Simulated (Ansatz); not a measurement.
# BFH₂Zn: up Jacob's ladder to CCSD(T)

An exercise on one series of results from a longer session: the logs are not shown, and one member is left open.

The runs use Ansatz 0.2.0, Gaussian basis; functionals in def2-TZVPP, the program's frozen cores in correlated methods.

The runs, in order: LDA (SPW92), PBE-D4, revPBE-D4, BLYP-D4, r2SCAN-D4, B97M-V, PBE0-D4, B3LYP-D4, r2SCANh-D4, r2SCAN0-D4, HSE06-D4, BHLYP-D4, CAM-B3LYP-D4, LC-ωPBE, ωB97X-V, ωB97M-V, B2PLYP, PBE-QIDH; CCSD(T)/def2-SVP; CCSD(T)/def2-TZVPP; MP2/def2-QZVPP; extrapolation to the limit; RPA on PBE.

## The geometry

All runs share one geometry, relaxed beforehand with PBE0-D4 in a triple-zeta def2 set.

SMILES `[BH2][Zn][F]`, 5 atoms, charge 0, spin multiplicity 1.

Atoms are counted from 1 here; the program's logs count them from 0.

Bond lengths: B1–Zn2 2.033 Å, B1–H4 1.195 Å, B1–H5 1.195 Å, Zn2–F3 1.760 Å. Angles: Zn2–B1–H4 121.5°, Zn2–B1–H5 121.5°, H4–B1–H5 117.0°, B1–Zn2–F3 180.0°.

Set-up of the first run:

The input, in.yaml:

```yaml
crystal:
  periodic: [false, false, false]
  atoms:
    - {symbol: B, position_ang: [-0.657521, 0.440247, -0.439240]}
    - {symbol: Zn, position_ang: [0.825024, -0.570246, 0.517770]}
    - {symbol: F, position_ang: [2.108362, -1.444964, 1.346337]}
    - {symbol: H, position_ang: [-1.577563, -0.131479, -0.944971]}
    - {symbol: H, position_ang: [-0.648402, 1.632841, -0.521397]}
basis:
  gaussian: {orbitals: def2-TZVPP}
hamiltonian: {xc: lda}
output: {orbitals: {seedname: orbitals}}
```

The run is started by

```sh
> ansatz run in.yaml --threads 2 --pin off --events-out ev --progress --plain --max-ram 4352MiB
```

Steps of the session up to this table: LDA; PBE-D4 (GGA); revPBE-D4 (GGA); BLYP-D4 (GGA); r2SCAN-D4 (meta-GGA); B97M-V (meta-GGA); PBE0-D4 (hybrid); B3LYP-D4 (hybrid); r2SCANh-D4 (hybrid); r2SCAN0-D4 (hybrid); HSE06-D4 (hybrid); BHLYP-D4 (hybrid); CAM-B3LYP-D4 (range-separated); LC-ωPBE (range-separated); ωB97X-V (range-separated); ωB97M-V (range-separated); B2PLYP (double hybrid); PBE-QIDH (double hybrid).

One table of the session follows, with a row left open; its other results are not shown here.

It belongs to the step «Orbital energies across the functionals». 

| functional | HOMO (eV) | LUMO (eV) | gap (eV) |
| --- | --- | --- | --- |
| LDA (SPW92) | -7.53 | -4.29 | 3.25 |
| PBE-D4 | -7.32 | -3.95 | 3.37 |
| revPBE-D4 | -7.24 | -3.82 | 3.42 |
| BLYP-D4 | -7.23 | -3.81 | 3.42 |
| r2SCAN-D4 | -7.56 | -3.59 | 3.96 |
| B97M-V | -7.53 | -3.66 | 3.87 |
| PBE0-D4 | -8.41 | -2.94 | 5.47 |
| B3LYP-D4 | -8.26 | -3.18 | 5.08 |
| r2SCANh-D4 | -7.96 | -3.25 | 4.71 |
| r2SCAN0-D4 | -8.57 | -2.75 | 5.82 |
| HSE06-D4 | -8.00 | -3.32 | 4.68 |
| BHLYP-D4 | -9.42 | -1.94 | 7.48 |
| CAM-B3LYP-D4 | ? | ? | ? |
| LC-ωPBE | -11.10 | -0.62 | 10.49 |
| ωB97X-V | -10.71 | -0.73 | 9.99 |
| ωB97M-V | -10.59 | -1.00 | 9.60 |

Q: Estimate the row for CAM-B3LYP-D4 from the others.

The run gave: HOMO (eV): -9.79; LUMO (eV): -1.86; gap (eV): 7.93. In the column «HOMO (eV)» it lies between ωB97M-V (-10.59) and BHLYP-D4 (-9.42).
